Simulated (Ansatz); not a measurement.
# TaN: stress in a strained cell

TaN is deformed so: zz strain of +2 %. What stress and forces result, by LAPW, PAW and all-electron datasets made for the crystal?

Program: Ansatz 0.2.0. Level of theory: DFT PBEsol, scalar-relativistic. These are calculated values, not measurements.

**1. The starting structure**

The structure is hexagonal, space group P-6m2 (No. 187). Conventional cell: a = 2.938 Å, b = 2.938 Å, c = 2.883 Å, α = 90.00°, β = 90.00°, γ = 120.00°. Ta (site symmetry -6m2) is surrounded by 6 N at 2.23 Å. Around N (site symmetry -6m2) lie 6 Ta at 2.23 Å.

As a file:

```cif
data_structure
_symmetry_space_group_name_H-M 'P-6m2'
_symmetry_Int_Tables_number 187
_cell_length_a 2.9380
_cell_length_b 2.9380
_cell_length_c 2.8830
_cell_angle_alpha 90.000
_cell_angle_beta 90.000
_cell_angle_gamma 120.000
_cell_volume 21.55
loop_
_atom_site_label
_atom_site_type_symbol
_atom_site_symmetry_multiplicity
_atom_site_Wyckoff_symbol
_atom_site_fract_x
_atom_site_fract_y
_atom_site_fract_z
_atom_site_occupancy
Ta1 Ta 1 b 0.00000 0.00000 0.50000 1
N1 N 1 e 0.66667 0.33333 0.00000 1
```

The file gives the conventional cell by its symmetry; the runs use the cell typed in the input.

Atoms are numbered in the order of the input: Ta1, N2.

**2. The deformed structure**

Space group P-6m2 before, P-6m2 after.

**3. Full-potential LAPW**

Input file input.yaml:

```yaml
crystal:
  lattice:
    - [2.9379988584, 0.0, 0.0]
    - [-1.4689994292, 2.5443816477, 0.0]
    - [0.0, 0.0, 2.94066]
  atoms:
    - { symbol: Ta, position: [0.3333333333, 0.6666666667, 0.5] }
    - { symbol: "N", position: [0.0, 0.0, 0.0] }
kpoints:
  mp_grid: { grid: [12, 12, 10] }
  band_path:
    path:
      - [0.0, 0.0, 0.0]
      - [0.5, 0.0, 0.0]
      - [0.3333333333, 0.3333333333, 0.0]
      - [0.0, 0.0, 0.0]
      - [0.0, 0.0, 0.5]
      - [0.5, 0.0, 0.5]
      - [0.3333333333, 0.3333333333, 0.5]
      - [0.0, 0.0, 0.5]
      - [0.5, 0.0, 0.5]
    npoints: 5
scf:
  occupations: { method: fermi_dirac, width: 0.02 }
hamiltonian:
  xc: pbesol
  pseudopotentials: { kind: all_electron, lapw: { basis_error: 0.0005 } }
output:
  forces: true
  stress: true
  eigenvalues: true
```

Started as:

```
ansatz run input.yaml --threads 1 --pin off --max-ram 3072MiB --backend cpu --events-out ev --progress --plain --runs-dir out
```

**4. PAW on the default files**

Input file input.yaml:

```yaml
crystal:
  lattice:
    - [2.9379988584, 0.0, 0.0]
    - [-1.4689994292, 2.5443816477, 0.0]
    - [0.0, 0.0, 2.94066]
  atoms:
    - { symbol: Ta, position: [0.3333333333, 0.6666666667, 0.5] }
    - { symbol: "N", position: [0.0, 0.0, 0.0] }
kpoints:
  mp_grid: { grid: [12, 12, 10] }
scf:
  occupations: { method: fermi_dirac, width: 0.02 }
hamiltonian:
  xc: pbesol
  pseudopotentials: { kind: paw }
output:
  forces: true
  stress: true
  eigenvalues: true
  efg: { contact_densities: true }
```

**5. Datasets made for this crystal**

Changes to input.yaml since step 4:

```diff
@@ -14,3 +14,3 @@
   xc: pbesol
-  pseudopotentials: { kind: paw }
+  pseudopotentials: { kind: all_electron, datasets: crystal }
 output:
```

(Steps that only read results are left out.)

**Question.** What will these runs give? Wanted: pressure; largest shear or deviatoric stress.

As calculated:

| quantity | value |
| --- | --- |
| pressure | LAPW -11.62, PAW -11.78, crystal datasets -11.62 GPa |
| largest shear or deviatoric stress (LAPW) | 8.73 GPa |

In words: The largest part of the stress beyond the pressure is 8.73 GPa in size, in the zz component; the atoms are carried along and not relaxed. No run of the undeformed cell stands beside it, so the pressure holds what the given cell had before the change. PAW: stress within 0.18 GPa of LAPW. Crystal datasets: stress within 0.01 GPa of LAPW. Spin-orbit coupling is left out, though the cell holds Ta; in elements this heavy it can shift bands and gaps by tenths of an eV.
